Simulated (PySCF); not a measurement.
# H4RhO4 (-2): ligand-field states, part 2 of 2

PySCF 2.14.0. Atoms count from 0. Earlier steps stand in the parts before.

## Step 4: Ligand-field states: state-averaged CASSCF (basis x2c-TZVPall) in water

The job: settings as JSON, then the geometry in Å.

```
{"job": {"kind": "lf", "basis": "x2c-TZVPall", "nevpt": true, "solvent": "water"}, "charge": -2, "metal": "Rh", "open_shell": "d7"}
Rh     0.000000     0.000000     0.000000
O      1.969594     0.086378     0.002256
H      2.083815     1.043227     0.065175
O     -1.969443    -0.087858     0.002256
H     -2.077731    -1.046071    -0.055718
O      0.091710     2.062636    -0.001031
H     -0.455296     2.343376     0.736830
O     -0.090734    -2.061956    -0.001030
H      0.394679    -2.336684    -0.783013
```

Method: state-averaged CASSCF of the metal d shell, SC-NEVPT2 on the averaged canonical orbitals, state-interaction spin-orbit coupling.

The program printed:

```text
basis functions 211, electrons 83, active (7e, 5o)
stage 1: DIIS on the effective Fock matrix, level shift 0.30
cycle   1  E = -5077.2941265849  dE = -5.077e+03  max|g| = 2.556e+00
cycle   2  E = -5080.5879860320  dE = -3.294e+00  max|g| = 1.505e+00
cycle   3  E = -5082.5124429233  dE = -1.924e+00  max|g| = 1.406e+00
cycle   4  E = -5083.3495165050  dE = -8.371e-01  max|g| = 2.445e-01
cycle   5  E = -5083.4143289160  dE = -6.481e-02  max|g| = 3.797e-02
cycle   6  E = -5083.4202797460  dE = -5.951e-03  max|g| = 2.586e-02
cycle   7  E = -5083.4219703128  dE = -1.691e-03  max|g| = 1.200e-02
cycle   8  E = -5083.4226478266  dE = -6.775e-04  max|g| = 8.636e-03
cycle   9  E = -5083.4228218129  dE = -1.740e-04  max|g| = 5.261e-03
cycle  10  E = -5083.4228916320  dE = -6.982e-05  max|g| = 3.994e-03
cycle  11  E = -5083.4229186522  dE = -2.702e-05  max|g| = 2.924e-03
cycle  12  E = -5083.4229307836  dE = -1.213e-05  max|g| = 2.067e-03
cycle  13  E = -5083.4229378304  dE = -7.047e-06  max|g| = 1.321e-03
cycle  14  E = -5083.4229406789  dE = -2.849e-06  max|g| = 8.429e-04
cycle  15  E = -5083.4229418564  dE = -1.178e-06  max|g| = 5.018e-04
cycle  16  E = -5083.4229423225  dE = -4.661e-07  max|g| = 2.869e-04
cycle  17  E = -5083.4229425043  dE = -1.817e-07  max|g| = 1.729e-04
cycle  18  E = -5083.4229425563  dE = -5.198e-08  max|g| = 9.862e-05
cycle  19  E = -5083.4229425718  dE = -1.558e-08  max|g| = 5.346e-05
cycle  20  E = -5083.4229425760  dE = -4.175e-09  max|g| = 2.678e-05
cycle  21  E = -5083.4229425774  dE = -1.348e-09  max|g| = 1.382e-05
cycle  22  E = -5083.4229425777  dE = -3.556e-10  max|g| = 7.868e-06
converged average energy = -5083.4229425777

 mult deg   label        CASSCF/cm-1   NEVPT2/cm-1
   2   1   2H                  0.0           0.0
   2   1   2H               2552.4        4120.8
   2   1   2G               1231.3        4385.7
   2   1   2D               7402.9        7588.0
   4   1   4F              10290.0       16367.7
   4   1   4F              12156.5       19239.0
   4   1   4F              11798.3       19487.2
   4   1   4F              12928.2       21678.4
   4   1   4P              19114.8       25713.8
   2   1   2H              22587.0       27185.2
   4   1   4F              20817.5       28556.5
   2   1   2G              26194.4       29832.6
   2   1   2G              23401.0       30088.6
   2   1   2H              24588.2       30439.9
   2   1   2P              25760.8       30961.5
   2   1   2F              27409.3       31380.0
   2   1   2G              28257.3       32202.5
   2   1   2G              29255.2       34656.1
   2   1   2H              30059.9       35227.6
   2   1   2H              30594.5       35577.5
   2   1   2H              30955.0       36210.9
   2   1   2D              34232.9       38582.3
   2   1   2H              33173.1       40035.7
   2   1   2G              33276.7       40134.5
   2   1   2F              36941.8       41642.3
   4   1   4F              36861.6       46876.8
   4   1   4F              42399.0       52127.3
   2   1   2D              47124.5       52453.2
   4   1   4F              45324.2       56264.9
   2   1   2G              50088.1       58166.7
   2   1   2H              52759.5       59871.5
   2   1   2H              51488.7       60603.3
   2   1   2G              53039.0       61439.2
   2   1   2D              51880.4       61467.8
   2   1   2D              56969.8       62613.0
   4   1   4P              54657.1       63450.5
   2   1   2G              54917.6       63620.9
   2   1   2H              58492.9       67017.5
   2   1   2H              58713.7       67019.1
   2   1   2H              57805.1       67837.3
   2   1   2F              61786.6       69988.1
   2   1   2F              66415.7       72268.2
   2   1   2D              64989.4       73048.7
   2   1   2F              67677.6       74177.5
   2   1   2F              69095.5       75763.5
   2   1   2D              72455.4       76842.0
   2   1   2D              78162.7       82500.1
   2   1   2D              84694.2       88679.3
   2   1   2D              87370.3       90937.4
   2   1   2D              87165.3       91998.3

spin-orbit levels / cm-1
      0.00  x2  2H 0.94 2G 0.03
   3523.23  x2  2H 0.58 2G 0.40
   5734.54  x2  2G 0.55 2H 0.37 2H 0.05
   8103.47  x2  2D 0.95 2H 0.03
  16275.69  x2  4F 0.86 4F 0.08
  16608.69  x2  4F 0.93 4F 0.04
  18764.17  x2  4F 0.43 4F 0.42 4F 0.09
  19414.38  x2  4F 0.56 4F 0.34 4F 0.05
  20109.14  x2  4F 0.58 4F 0.34 4F 0.05
  20339.29  x2  4F 0.46 4F 0.38 4F 0.11
  22286.75  x2  4F 0.89 4F 0.05 4F 0.03
  22809.20  x2  4F 0.79 4F 0.13 4F 0.04
  25574.07  x2  4P 0.81 4F 0.06 2G 0.06
  26087.26  x2  4P 0.97
  27336.02  x2  2H 0.84 4P 0.06 2G 0.05
  28708.21  x2  4F 0.76 2G 0.09 4P 0.08
  28967.82  x2  4F 0.94
  29748.72  x2  2H 0.45 2G 0.29 2G 0.11
  30482.76  x2  2G 0.53 2P 0.15 2G 0.11
  31325.45  x2  2G 0.32 2P 0.25 2F 0.18
  31814.43  x2  2F 0.45 2G 0.14 2H 0.11
  32181.37  x2  2G 0.30 2P 0.27 2H 0.19
  32922.54  x2  2G 0.41 2F 0.25 2H 0.12
  35463.99  x2  2G 0.86 2G 0.06
  35759.31  x2  2H 0.93 2H 0.04
  36125.36  x2  2H 0.88
  36714.75  x2  2H 0.95
  39018.90  x2  2D 0.94
  40490.78  x2  2H 0.67 2G 0.31
  40762.33  x2  2G 0.66 2H 0.30
```

Run time: 20 s. Hardware: 1 thread of Arm Neoverse V2, shared host; peak memory 0.8 GiB.

Warnings kept with the result: strongly covalent, metal-shell active space is small for this complex.

From this job:

| quantity | value |
| --- | --- |
| spin-orbit constant ζ | 1160 cm⁻¹ |

Powder susceptibility:

| T (K) | χT (cm³ K/mol) | μ(eff) |
| --- | --- | --- |
| 2 | 0.601 | 2.19 |
| 20 | 0.605 | 2.20 |
| 100 | 0.622 | 2.23 |
| 300 | 0.666 | 2.31 |

## Step 5: Ligand-field states: state-averaged CASSCF (avg hs) in water

Settings changed since step 4:

```diff
@@ -1,2 +1,2 @@
-{"job": {"kind": "lf", "basis": "x2c-TZVPall", "nevpt": true, "solvent": "water"}, "charge": -2, "metal": "Rh", "open_shell": "d7"}
+{"job": {"kind": "lf", "basis": {"metal": "x2c-TZVPall", "ligand": "x2c-SVPall"}, "nevpt": true, "solvent": "water", "avg": "hs"}, "charge": -2, "metal": "Rh", "open_shell": "d7"}
 Rh     0.000000     0.000000     0.000000
```

With the program's defaults for keys left out, this is: state-averaged CASSCF of the metal d shell, SC-NEVPT2 on the averaged canonical orbitals, state-interaction spin-orbit coupling.

The program printed:

```text
basis functions 139, electrons 83, active (7e, 5o)
stage 1: DIIS on the effective Fock matrix, level shift 0.30
cycle   1  E = -5078.2860646501  dE = -5.078e+03  max|g| = 2.750e+00
cycle   2  E = -5081.2272904740  dE = -2.941e+00  max|g| = 1.420e+00
cycle   3  E = -5082.7132560614  dE = -1.486e+00  max|g| = 9.739e-01
cycle   4  E = -5083.0643312924  dE = -3.511e-01  max|g| = 1.949e-01
cycle   5  E = -5083.0860562927  dE = -2.173e-02  max|g| = 3.162e-02
cycle   6  E = -5083.0878746740  dE = -1.818e-03  max|g| = 1.479e-02
cycle   7  E = -5083.0881190471  dE = -2.444e-04  max|g| = 6.235e-03
cycle   8  E = -5083.0882528272  dE = -1.338e-04  max|g| = 3.917e-03
cycle   9  E = -5083.0883141028  dE = -6.128e-05  max|g| = 2.006e-03
cycle  10  E = -5083.0883243256  dE = -1.022e-05  max|g| = 1.161e-03
cycle  11  E = -5083.0883292657  dE = -4.940e-06  max|g| = 7.535e-04
cycle  12  E = -5083.0883314397  dE = -2.174e-06  max|g| = 5.436e-04
cycle  13  E = -5083.0883323122  dE = -8.725e-07  max|g| = 3.984e-04
cycle  14  E = -5083.0883327684  dE = -4.562e-07  max|g| = 2.404e-04
cycle  15  E = -5083.0883329433  dE = -1.748e-07  max|g| = 1.408e-04
cycle  16  E = -5083.0883330083  dE = -6.499e-08  max|g| = 9.732e-05
cycle  17  E = -5083.0883330330  dE = -2.472e-08  max|g| = 7.047e-05
cycle  18  E = -5083.0883330454  dE = -1.245e-08  max|g| = 4.592e-05
cycle  19  E = -5083.0883330495  dE = -4.122e-09  max|g| = 2.689e-05
cycle  20  E = -5083.0883330508  dE = -1.302e-09  max|g| = 1.788e-05
cycle  21  E = -5083.0883330513  dE = -4.429e-10  max|g| = 1.110e-05
cycle  22  E = -5083.0883330515  dE = -2.146e-10  max|g| = 7.217e-06
converged average energy = -5083.0883330515

 mult deg   label        CASSCF/cm-1   NEVPT2/cm-1
   2   1   2H                  0.0           0.0
   2   1   2H               2631.1        3951.0
   2   1   2G               1420.2        4277.1
   2   1   2D               7722.8        7512.1
   4   1   4F              10621.4       16934.3
   4   1   4F              12547.9       19861.6
   4   1   4F              12238.0       19947.7
   4   1   4F              13589.7       22217.5
   4   1   4P              19775.0       26406.2
   2   1   2H              23339.8       27994.5
   4   1   4F              21447.4       29203.1
   2   1   2G              24236.8       30719.6
   2   1   2H              25369.7       31133.0
   2   1   2G              26916.0       31143.0
   2   1   2H              26615.9       31537.1
   2   1   2F              28239.0       32263.1
   2   1   2G              29116.1       33105.3
   2   1   2G              30141.5       35462.1
   2   1   2H              30921.2       36073.2
   2   1   2H              31377.9       36306.6
   2   1   2H              31805.4       37031.9
   2   1   2F              35287.8       39503.0
   2   1   2H              34069.7       40901.8
   2   1   2G              34249.1       40967.3
   2   1   2F              38005.7       42601.8
   4   1   4F              38066.7       48482.2
   2   1   2D              48297.0       53545.3
   4   1   4F              44057.0       54053.2
   4   1   4F              46817.7       57934.6
   2   1   2G              51556.4       59858.6
   2   1   2H              54349.8       61802.8
   2   1   2H              52927.0       62221.9
   2   1   2D              53484.2       63014.6
   2   1   2G              54636.3       63505.2
   2   1   2D              58515.3       64308.3
   4   1   4P              56495.2       65535.7
   2   1   2G              56767.5       65650.4
   2   1   2H              60545.5       68328.9
   2   1   2H              60278.7       69509.5
   2   1   2H              59490.6       69572.1
   2   1   2F              63513.3       71799.7
   2   1   2F              68348.7       74386.9
   2   1   2D              67001.9       75164.9
   2   1   2F              69543.6       76213.1
   2   1   2F              71136.9       77984.2
   2   1   2D              74541.2       79288.6
   2   1   2D              80286.5       84696.5
   2   1   2D              87172.4       91191.2
   2   1   2D              89598.9       93212.5
   2   1   2D              89524.5       94266.5

spin-orbit levels / cm-1
      0.00  x2  2H 0.94 2G 0.03
   3387.06  x2  2H 0.59 2G 0.39
   5630.55  x2  2G 0.56 2H 0.36 2H 0.05
   8039.46  x2  2D 0.95 2H 0.03
  16850.70  x2  4F 0.86 4F 0.07 4F 0.04
  17173.50  x2  4F 0.92 4F 0.04
  19333.02  x2  4F 0.44 4F 0.40 4F 0.10
  19982.66  x2  4F 0.49 4F 0.42 4F 0.05
  20647.08  x2  4F 0.51 4F 0.41 4F 0.05
  20893.63  x2  4F 0.49 4F 0.36 4F 0.10
  22843.37  x2  4F 0.89 4F 0.04 4F 0.04
  23364.65  x2  4F 0.80 4F 0.12 4F 0.05
  26266.84  x2  4P 0.81 2G 0.06 4F 0.06
  26790.69  x2  4P 0.97
  28140.67  x2  2H 0.84 4P 0.05 2G 0.05
  29371.61  x2  4F 0.75 2G 0.09 4P 0.08
  29633.62  x2  4F 0.95
  30545.19  x2  2H 0.52 2G 0.14 2G 0.14
  31577.02  x2  2G 0.51 2H 0.22 2F 0.08
  32007.59  x2  2G 0.41 2H 0.24 4F 0.12
  32675.52  x2  2F 0.49 2G 0.13 2G 0.11
  32960.17  x2  2H 0.25 2H 0.23 2G 0.21
  33775.20  x2  2G 0.48 2F 0.25 2H 0.09
  36282.64  x2  2G 0.85 2G 0.05 2H 0.03
  36621.86  x2  2H 0.87 2H 0.10
  36875.52  x2  2H 0.83 2H 0.08
  37541.27  x2  2H 0.96
  39940.39  x2  2F 0.93
  41370.05  x2  2H 0.60 2G 0.37
  41619.93  x2  2G 0.60 2H 0.36
```

Wall time 9 s (1 thread of Arm Neoverse V2, shared host); peak memory 0.65 GiB.

Warnings kept with the result: strongly covalent, metal-shell active space is small for this complex.

Key values:

| quantity | value |
| --- | --- |
| spin-orbit constant ζ | 1172 cm⁻¹ |

Powder susceptibility:

| T (K) | χT (cm³ K/mol) | μ(eff) |
| --- | --- | --- |
| 2 | 0.611 | 2.21 |
| 20 | 0.615 | 2.22 |
| 100 | 0.633 | 2.25 |
| 300 | 0.680 | 2.33 |

## Step 6: The runs side by side

From the NEVPT2 states (cm⁻¹; the spread is that of the fitted one-electron ligand-field levels):

| step | setting | ground state | next state | orbital spread | Racah B | ζ | μ(eff), 300 K |
| --- | --- | --- | --- | --- | --- | --- | --- |
| 3 | as given | 2H | 2H at 4228 | 38584 | 727 | 1160 | 2.29 |
| 4 | basis x2c-TZVPall | 2H | 2H at 4121 | 36789 | 715 | 1160 | 2.31 |
| 5 | avg hs | 2H | 2H at 3951 | 38003 | 732 | 1172 | 2.33 |

## Step 7: Summary of results

What follows sums up all 2 parts.

| quantity | value |
| --- | --- |
| rotational constants (main isotopes) | 3.99, 3.19, 1.79 GHz |
| spin-orbit constant ζ (step 3, state-averaged CASSCF in water) | 1160 cm⁻¹ |
| ground multiplicity, μ(eff) at 300 K (step 3, 4 donors at 1.97 to 2.06 Å) | 2, 2.29 μB |
| ground multiplicity, μ(eff) at 300 K (step 4, 4 donors at 1.97 to 2.06 Å) | 2, 2.31 μB |
| ground multiplicity, μ(eff) at 300 K (step 5, 4 donors at 1.97 to 2.06 Å) | 2, 2.33 μB |

**Reading.** The optimisation took 14 steps and gained 0.679 eV; among the close pairs (by a distance rule), Rh0–O5 changed most, from 1.925 to 2.065 Å. In step 3, χT goes from 0.59 at 2 K to 0.65 cm³ K/mol at 300 K, as higher levels fill or mix in. The bonding is strongly covalent, and an active space of the metal's shell alone is small for it, so these values are rough.
